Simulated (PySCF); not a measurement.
# As2 (As2): the cost of one run

Programs: PySCF 2.14.0, with routines of our own; each step states its level. All values are computed. Atoms count from 0.

### Step 1. The system as given

2 atoms, charge 0, multiplicity 1; geometry from: GFN2-xTB.

### Step 2. Relaxing the molecule at CAM-B3LYP/def2-TZVP

Job settings and geometry (Å):

```
{"job": {"xc": "CAM-B3LYP", "basis": "def2-TZVP", "grid": 1, "kind": "geom"}, "charge": 0, "multiplicity": 1}
As     1.048431    -0.003564    -0.002034
As    -1.045674     0.004832    -0.012114
```

Started as:

```
$ OMP_NUM_THREADS=1 python excited_run.py task.json out
```

The driver reads the jobs from task.json and runs them one after another.

**Question.** How long does this first job take on 1 thread of Arm Neoverse V1, shared host, and how much memory does it need?

About 11 s, with a peak of 0.47 GiB.
